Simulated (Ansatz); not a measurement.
# GaP: the cost of one run

Method: DFT r2SCAN, scalar-relativistic, plane waves, PAW, in Ansatz 0.2.0.

3 further runs of the same task are left out: 3 set aside as unsound or not needed.

### 1 The structure to begin with

The structure is cubic, space group Fd-3m (No. 227). The conventional cell has a = 5.444 Å, b = 5.444 Å, c = 5.444 Å, α = 90.00°, β = 90.00°, γ = 90.00°. Around Si (site symmetry -43m) lie 4 Si at 2.36 Å.

As a file:

```
Si
1.0
     0.00000    2.72211    2.72211
     2.72211    0.00000    2.72211
     2.72211    2.72211    0.00000
Si
2
Direct
  0.50000 0.50000 0.50000
  0.75000 0.75000 0.75000
```

It is the result of an earlier relaxation at this level (volume 20.17 Å³/atom; gap on the mesh: 0.78 eV).

### 2 The film's bulk: GaP

Relaxed beforehand at this level: -2275.2414 eV/atom, gap on the mesh 1.89 eV.

```yaml
crystal:
  lattice:
    - [0.00000, -2.72525, -2.72525]
    - [2.72525, 0.00000, -2.72525]
    - [2.72525, -2.72525, 0.00000]
  atoms:
    - { symbol: P, position: [0.50000, 0.50000, 0.50000] }
    - { symbol: Ga, position: [0.75000, 0.75000, 0.75000] }
```

Bulk energy of Si, the base, on matching settings, from an earlier run: -639.0664 eV/atom.

### 3 GaP strained to the base's plane

The (110) plane of GaP is fitted to the (110) plane of Si, a strain of -0.1 % along x and -0.1 % along y; the third vector and the atoms relax.

input.yaml

```yaml
crystal:
  lattice:
    - [3.8496382923, 0.0, 0.0]
    - [0.0, 5.4442106831, 0.0]
    - [1.9248191461, 2.7221053416, 1.9297144776]
  atoms:
    - { symbol: P, position: [0.0, 0.5, 0.0] }
    - { symbol: Ga, position: [0.5, 0.75, 0.0] }
basis:
  ecutwfc: 500
kpoints:
  mp_grid: { grid: [7, 5, 14] }
hamiltonian:
  xc: r2scan
scf:
  occupations: { method: gaussian, width: 0.02 }
output:
  forces: true
  stress: true
  eigenvalues: true
relax:
  adjacent_minimum: "off"
  f_tol: 0.01
  max_steps: 50
  cell: { fix: [a, b, gamma], stress_tol: 0.1 }
```

Started as:

```console
$ ansatz run input.yaml --threads 2 --pin off --max-ram 5120MiB --backend cpu --events-out ev --progress --plain --runs-dir out
```

**Question.** How long does this run take on 2 threads of Arm Neoverse V1, shared host, and how much memory does it need?

About 31 s, with a peak of 0.59 GiB.
